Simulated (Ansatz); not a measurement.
# Si11Ge5: the cost of one run

Computed with Ansatz 0.2.0 (DFT PBEsol, scalar-relativistic, plane waves, PAW, unless a step's input says otherwise).

That is the level of the relaxation; later steps name their own.

### 1 The system as given

It takes space group R3m (No. 160, trigonal). Conventional cell: a = 7.777 Å, b = 7.777 Å, c = 19.050 Å, α = 90.00°, β = 90.00°, γ = 120.00°. Si (site symmetry m) has 2 Ge at 2.38 Å and 2 Si at 2.38 Å as nearest neighbours. Around Ge (site symmetry 3m) lie 3 Ge at 2.38 Å and 1 Si at 2.38 Å. Si (site symmetry m) is surrounded by 3 Si at 2.38 Å and 1 Ge at 2.38 Å. Ge (site symmetry 3m) is surrounded by 4 Si at 2.38 Å. Ge (site symmetry m) is surrounded by 3 Si at 2.38 Å and 1 Ge at 2.38 Å. Around Si (site symmetry 3m) lie 3 Si at 2.38 Å and 1 Ge at 2.38 Å.

Structure file:

```cif
data_structure
_symmetry_space_group_name_H-M 'R3m:H'
_symmetry_Int_Tables_number 160
_cell_length_a 7.7771
_cell_length_b 7.7771
_cell_length_c 19.0498
_cell_angle_alpha 90.000
_cell_angle_beta 90.000
_cell_angle_gamma 120.000
_cell_volume 997.82
loop_
_atom_site_label
_atom_site_type_symbol
_atom_site_symmetry_multiplicity
_atom_site_Wyckoff_symbol
_atom_site_fract_x
_atom_site_fract_y
_atom_site_fract_z
_atom_site_occupancy
Si1 Si 9 b 0.33333 0.16667 0.04167 1
Ge1 Ge 3 a 0.33333 0.66667 0.04167 1
Si2 Si 9 b 0.16667 0.83333 0.20833 1
Ge2 Ge 3 a 0.66667 0.33333 0.20833 1
Ge3 Ge 9 b 0.16667 0.83333 0.08333 1
Si3 Si 9 b 0.33333 0.16667 0.91667 1
Si4 Si 3 a 0.33333 0.66667 0.91667 1
Si5 Si 3 a 0.66667 0.33333 0.08333 1
```

(A quick probe on a coarse mesh, which set the mesh and smearing, is not shown.)

### 3 Full relaxation

input.yaml reads:

```yaml
crystal:
  lattice:
    - [0.0, 5.49921375, 5.49921375]
    - [5.49921375, 0.0, 5.49921375]
    - [5.49921375, 5.49921375, 0.0]
  atoms:
    - { symbol: Si, position: [0.375, 0.375, 0.375] }
    - { symbol: Ge, position: [0.375, 0.375, 0.875] }
    - { symbol: Si, position: [0.375, 0.875, 0.375] }
    - { symbol: Si, position: [0.375, 0.875, 0.875] }
    - { symbol: Si, position: [0.875, 0.375, 0.375] }
    - { symbol: Si, position: [0.875, 0.375, 0.875] }
    - { symbol: Ge, position: [0.875, 0.875, 0.375] }
    - { symbol: Si, position: [0.875, 0.875, 0.875] }
    - { symbol: Ge, position: [0.25, 0.25, 0.25] }
    - { symbol: Ge, position: [0.25, 0.25, 0.75] }
    - { symbol: Si, position: [0.25, 0.75, 0.25] }
    - { symbol: Si, position: [0.25, 0.75, 0.75] }
    - { symbol: Si, position: [0.75, 0.25, 0.25] }
    - { symbol: Ge, position: [0.75, 0.25, 0.75] }
    - { symbol: Si, position: [0.75, 0.75, 0.25] }
    - { symbol: Si, position: [0.75, 0.75, 0.75] }
basis:
  ecutwfc: 420
kpoints:
  mp_grid: { grid: [6, 6, 6] }
hamiltonian:
  xc: pbesol
scf:
  occupations: { method: gaussian, width: 0.02 }
output:
  forces: true
  stress: true
  eigenvalues: true
relax:
  adjacent_minimum: "off"
  f_tol: 0.005
  max_steps: 80
  cell: { stress_tol: 0.05 }
```

Command:

```console
ansatz run input.yaml --threads 4 --pin off --max-ram 10240MiB --backend cpu --events-out ev --progress --plain --runs-dir out
```

Q: Estimate wall time and peak memory on 4 threads of Intel Xeon Platinum 8259CL at 2.50GHz (Skylake/Cascade Lake), shared host.

About 1.7 min, with a peak of 1.3 GiB.
